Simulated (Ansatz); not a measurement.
# Germanium, A15 under LDA: structure and ground-state energy

What does LDA give for germanium in the A15 structure? We relax it, then solve it on a dense k-mesh. Spin polarisation is left out. The k-meshes are 5×5×5 for the relaxation; 7×7×7 for the dense run.

Method: DFT LDA (PW92), plane waves (420 eV) with PAW, scalar-relativistic; the PAW data stem from PBE, with regenerated cores, in Ansatz 0.2.0.

## Step 1: The starting structure

It takes space group Pm-3n (No. 223, cubic). Conventional cell: a = 5.359 Å, b = 5.359 Å, c = 5.359 Å, α = 90.00°, β = 90.00°, γ = 90.00°. Around Ge (site symmetry m-3) lie 12 Ge at 3.00 Å. Ge (site symmetry -4m2) is surrounded by 6 Ge at 2.68 to 3.00 Å.

As a file:

```
CELL_PARAMETERS angstrom
5.35904 0.00000 0.00000
0.00000 5.35904 0.00000
0.00000 0.00000 5.35904
ATOMIC_POSITIONS crystal
Ge 0.00000 0.00000 0.00000
Ge 0.50000 0.50000 0.50000
Ge 0.25000 0.00000 0.50000
Ge 0.75000 0.00000 0.50000
Ge 0.50000 0.25000 0.00000
Ge 0.50000 0.75000 0.00000
Ge 0.00000 0.50000 0.25000
Ge 0.00000 0.50000 0.75000
```

## Step 2: Relaxing cell and atoms

input.yaml reads:

```yaml
crystal:
  lattice:
    - [5.3590374343, 0.0, 0.0]
    - [0.0, 5.3590374343, 0.0]
    - [0.0, 0.0, 5.3590374343]
  atoms:
    - { symbol: Ge, position: [0.0, 0.0, 0.0] }
    - { symbol: Ge, position: [0.5, 0.5, 0.5] }
    - { symbol: Ge, position: [0.25, 0.0, 0.5] }
    - { symbol: Ge, position: [0.75, 0.0, 0.5] }
    - { symbol: Ge, position: [0.5, 0.25, 0.0] }
    - { symbol: Ge, position: [0.5, 0.75, 0.0] }
    - { symbol: Ge, position: [0.0, 0.5, 0.25] }
    - { symbol: Ge, position: [0.0, 0.5, 0.75] }
hamiltonian:
  xc: lda
  pseudopotentials:
    kind: paw
    azcp:
      Ge: "pseudopotentials/Ge.paw.azcp"
basis:
  ecutwfc: 420
  fft_grid_basis: typed
kpoints:
  mp_grid: { grid: [5, 5, 5], shift: [0, 0, 0] }
magnetization:
  spin_polarized: false
scf:
  occupations: { method: fermi_dirac, width: 0.1 }
relax:
  max_steps: 60
  f_tol: 0.01
  cell: {}
```

Further steps of the session: Single point on a dense mesh.

Q: Predict the outcome of this session. Wanted: space group; conventional cell; volume; shortest distance; gap on the mesh; relative to diamond.

**Answer**, as computed:

| quantity | value |
| --- | --- |
| space group (spins left aside) | Pm-3n (No. 223) |
| conventional cell | a = 5.289 Å |
| volume | 18.494 Å³/atom |
| shortest distance | 2.644 Å |
| gap on the mesh | none (levels filled in part) |
| relative to diamond | +364 meV/atom |

**Reading.** The relaxation shrank the cell by 3.9 % in volume. Against the usual form of germanium (diamond, computed apart with the same settings) it stands 364 meV/atom higher, so it is far from stable. No gap shows: it is a metal or semimetal at this level. The symmetry was held, so the structure may be unstable against distortions that break it.
